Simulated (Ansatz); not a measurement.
Debugging relaxations under a series of pressures of Mg3Sc, space group Pm-3m (Ansatz 0.2.0, Python API).

The script, `compress_mg3sc.py`:
```python
import ansatz as az
import numpy as np

SETTINGS = {
    "functional": "r2SCAN",
    "cutoff_ev": 500,
}

def edges_and_angles(cell):
    cell = np.asarray(cell)
    a, b, c = np.linalg.norm(cell, axis=1)
    cosines = cell[1] @ cell[2] / (b * c), cell[0] @ cell[2] / (a * c), cell[0] @ cell[1] / (a * b)
    return (a, b, c, *np.degrees(np.arccos(cosines)))


def main() -> None:
    vectors = np.array([
        [4.51314, 0.0, 0.0],
        [0.0, 4.51314, 0.0],
        [0.0, 0.0, 4.51314],
    ])
    mg3sc = (
        az.Lattice.of(vectors)
        .atom("Mg", (0.5, 0.5, 0.0))
        .atom("Mg", (0.5, 0.0, 0.5))
        .atom("Mg", (0.0, 0.5, 0.5))
        .atom("Sc", (0.0, 0.0, 0.0))
    )

    calc = (
        mg3sc.calculation()
        .functional(SETTINGS["functional"])
        .basis(SETTINGS["cutoff_ev"])
        .kpoints(5)
        .occupations(az.OccupationsMethod.COLD, width=50 * az.meV)
    )

    rows = []
    for pressure in [0, 2, 4, 6, 8]:
        done = calc.relax(cell=True, pressure=pressure, max_steps=30).run(threads=1)
        cell = done.lattice.cell_ang
        n_atoms = len(done.lattice.sites)
        volume = abs(np.linalg.det(cell)) / n_atoms
        enthalpy = done.report()["free_energy_ev"] / n_atoms + pressure * volume / 160.21766
        rows.append((pressure, volume, enthalpy, *edges_and_angles(cell)))
        print(f"{pressure} GPa done: {volume:.4f} A^3/atom")

    print(" P (GPa)  V (A^3/atom)  H (eV/atom)     a       b       c")
    for row in rows:
        print("{:8.1f} {:12.4f} {:14.5f} {:7.4f} {:7.4f} {:7.4f}".format(*row[:6]))
    p, v = np.array([row[0] for row in rows], float), np.array([row[1] for row in rows])
    print("mean bulk modulus between rows (GPa):", np.round(-np.diff(p) / np.diff(np.log(v)), 1))


if __name__ == "__main__":
    main()
```

`python compress_mg3sc.py` gives:
```text
Traceback (most recent call last):
  File "compress_mg3sc.py", line 56, in <module>
    main()
    ~~~~^^
  File "compress_mg3sc.py", line 44, in main
    enthalpy = done.report()["free_energy_ev"] / n_atoms + pressure * volume / 160.21766
               ~~~~~~~~~~~^^
TypeError: 'dict' object is not callable
```

Find the fault and give the corrected script.

The fault: report is a dict, not a method. The correction:

```diff
--- before
+++ after
@@ -43,3 +43,3 @@
         volume = abs(np.linalg.det(cell)) / n_atoms
-        enthalpy = done.report()["free_energy_ev"] / n_atoms + pressure * volume / 160.21766
+        enthalpy = done.report["free_energy_ev"] / n_atoms + pressure * volume / 160.21766
         rows.append((pressure, volume, enthalpy, *edges_and_angles(cell)))
```

The mended script runs so:

Running `python compress_mg3sc.py` prints:
```text
0 GPa done: 22.7648 A^3/atom
2 GPa done: 21.8969 A^3/atom
4 GPa done: 21.1272 A^3/atom
6 GPa done: 20.4769 A^3/atom
8 GPa done: 19.9004 A^3/atom
 P (GPa)  V (A^3/atom)  H (eV/atom)     a       b       c
     0.0      22.7648    -1979.99242  4.4989  4.4989  4.4989
     2.0      21.8969    -1979.71382  4.4410  4.4410  4.4410
     4.0      21.1272    -1979.44549  4.3883  4.3883  4.3883
     6.0      20.4769    -1979.18597  4.3428  4.3428  4.3428
     8.0      19.9004    -1978.93405  4.3017  4.3017  4.3017
mean bulk modulus between rows (GPa): [51.5 55.9 64.  70. ]
```

Notes:
- Absolute energies stand on the zero of these potentials, so only differences at equal settings mean something.
- At a fixed pressure a relaxation lowers the enthalpy F + PV, while F alone can rise.
- For a metal this k-point mesh is coarse: on a finer one energies can move by several to tens of meV an atom and pressures by half a GPa or more, differences at one mesh by less.
- This cell is a computed structure, which may not be the phase found in nature.
- Symmetry holds the cell in this phase, whether or not it is the stable one at each pressure.
- Finished in 69 s on 1 thread of Intel(R) Xeon(R) Processor @ 2.30GHz, with other jobs on the host, peak memory 0.75 GiB.
